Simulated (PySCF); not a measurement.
# C9H8N2 (5-methylquinoxaline): the cost of one run

Computed with PySCF 2.14.0 and routines of our own; the level stands in each step. Atoms count from 0.

### Step 1. The system as given

19 atoms, charge 0, multiplicity 1; geometry from: GFN2-xTB.

### Step 2. Relaxing the molecule at PBE0-D3(BJ)/def2-SVP

What the job is given:

```
{"job": {"xc": "PBE0", "basis": "def2-SVP", "d3": "d3bj", "grid": 2, "kind": "geom"}, "charge": 0, "multiplicity": 1}
C     -2.160910    -1.300489     0.013018
C     -1.237475    -0.129239     0.086488
C     -1.687257     1.161381     0.194058
C     -0.801866     2.250012     0.260593
C      0.550491     2.061112     0.220991
C      1.061168     0.752730     0.110210
N      2.396256     0.555069     0.069213
C      2.818482    -0.675660    -0.033121
C      1.929727    -1.767653    -0.098710
N      0.634509    -1.610290    -0.062488
C      0.163261    -0.349958     0.042343
H     -1.994073    -1.847108    -0.913156
H     -3.198756    -0.981856     0.061148
H     -1.955901    -1.986839     0.832215
H     -2.750385     1.353350     0.228575
H     -1.207691     3.247301     0.345574
H      1.247223     2.882767     0.271424
H      3.890495    -0.821715    -0.064801
H      2.292896    -2.783666    -0.182769
```

Command:

```sh
> OMP_NUM_THREADS=1 python excited_run.py task.json out
```

The driver reads the jobs from task.json and runs them one after another.

Q: Estimate the wall time and peak memory of this first job on 1 thread of Intel Xeon Platinum 8259CL at 2.50GHz, shared host.

About 80 s, with a peak of 0.95 GiB.
